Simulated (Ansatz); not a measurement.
# AlH8NSi2: a ladder of functionals and wavefunction methods

The task here is to estimate one member of a computed series from the others.

The runs use Ansatz 0.2.0, Gaussian basis; functionals in def2-TZVPP, the program's frozen cores in correlated methods.

Plan: LDA (SPW92), PBE-D4, revPBE-D4, BLYP-D4, r2SCAN-D4, B97M-V, PBE0-D4, B3LYP-D4, r2SCANh-D4, r2SCAN0-D4, HSE06-D4, BHLYP-D4, CAM-B3LYP-D4, LC-ωPBE, ωB97X-V, ωB97M-V, B2PLYP, PBE-QIDH; CCSD(T)/def2-SVP; CCSD(T)/def2-TZVPP; MP2/def2-QZVPP; extrapolation to the limit; RPA on PBE.

## Structure used throughout

All runs share one geometry, relaxed beforehand with PBE0-D4 in a triple-zeta def2 set.

SMILES `[AlH2][N]([SiH3])[SiH3]`, 12 atoms, charge 0, spin multiplicity 1.

Atoms are counted from 1 here; the program's logs count them from 0.

Bond lengths: Al1–N2 1.796 Å, Al1–H5 1.580 Å, Al1–H6 1.580 Å, N2–Si3 1.738 Å, N2–Si4 1.738 Å, Si3–H7 1.489 Å, Si3–H8 1.489 Å, Si3–H9 1.485 Å, Si4–H10 1.485 Å, Si4–H11 1.489 Å, Si4–H12 1.489 Å. Angles: N2–Al1–H5 117.9°, N2–Al1–H6 117.9°, H5–Al1–H6 124.2°, Al1–N2–Si3 121.1°, Al1–N2–Si4 121.1°, Si3–N2–Si4 117.8°, N2–Si3–H7 110.8°, N2–Si3–H8 110.8°, N2–Si3–H9 109.2°, H7–Si3–H8 107.6°, H7–Si3–H9 109.2°, H8–Si3–H9 109.2°, N2–Si4–H10 109.2°, N2–Si4–H11 110.8°, N2–Si4–H12 110.8°, H10–Si4–H11 109.2°, H10–Si4–H12 109.2°, H11–Si4–H12 107.6°.

Set-up of the first run:

in.yaml reads:

```yaml
crystal:
  periodic: [false, false, false]
  atoms:
    - {symbol: Al, position_ang: [-0.895033, 1.711504, -0.255884]}
    - {symbol: N, position_ang: [-0.067057, 0.135877, -0.018245]}
    - {symbol: Si, position_ang: [-0.153202, -0.703703, 1.501565]}
    - {symbol: Si, position_ang: [0.846700, -0.600979, -1.300512]}
    - {symbol: H, position_ang: [-0.771086, 2.406524, -1.669316]}
    - {symbol: H, position_ang: [-1.700902, 2.314686, 0.961907]}
    - {symbol: H, position_ang: [1.205940, -0.894220, 2.078799]}
    - {symbol: H, position_ang: [-0.761362, -2.051451, 1.326694]}
    - {symbol: H, position_ang: [-0.980328, 0.085975, 2.449009]}
    - {symbol: H, position_ang: [0.799372, 0.274736, -2.498937]}
    - {symbol: H, position_ang: [0.288655, -1.936854, -1.648031]}
    - {symbol: H, position_ang: [2.265204, -0.797396, -0.892949]}
basis:
  gaussian: {orbitals: def2-TZVPP}
hamiltonian: {xc: lda}
output: {orbitals: {seedname: orbitals}}
```

Launch:

```
$ ansatz run in.yaml --threads 4 --pin off --events-out ev --progress --plain --max-ram 10444MiB
```

Among the steps run: LDA; PBE-D4 (GGA); revPBE-D4 (GGA); BLYP-D4 (GGA); r2SCAN-D4 (meta-GGA); B97M-V (meta-GGA); PBE0-D4 (hybrid); B3LYP-D4 (hybrid); r2SCANh-D4 (hybrid); r2SCAN0-D4 (hybrid); HSE06-D4 (hybrid); BHLYP-D4 (hybrid); CAM-B3LYP-D4 (range-separated); LC-ωPBE (range-separated); ωB97X-V (range-separated); ωB97M-V (range-separated); B2PLYP (double hybrid); PBE-QIDH (double hybrid).

One table of the session follows, with a row left open; its other results are not shown here.

It belongs to the step «Orbital energies across the functionals». 

```
  functional  HOMO (eV)  gap (eV)
 LDA (SPW92)      -6.79      4.59
      PBE-D4          ?         ?
   revPBE-D4      -6.65      4.78
     BLYP-D4      -6.56      4.71
   r2SCAN-D4      -6.98      5.34
      B97M-V      -7.14      5.20
     PBE0-D4      -7.93      6.72
    B3LYP-D4      -7.71      6.30
  r2SCANh-D4      -7.44      6.05
  r2SCAN0-D4      -8.14      7.12
    HSE06-D4      -7.53      5.96
    BHLYP-D4      -9.09      8.65
CAM-B3LYP-D4      -9.27      8.98
     LC-ωPBE     -10.64     11.43
     ωB97X-V     -10.30     10.96
     ωB97M-V     -10.19     10.55
```

Q: Estimate the row for PBE-D4 from the others.

**Answer.** HOMO (eV): -6.70; gap (eV): 4.72. In the column «HOMO (eV)» it lies between LDA (SPW92) (-6.79) and revPBE-D4 (-6.65).
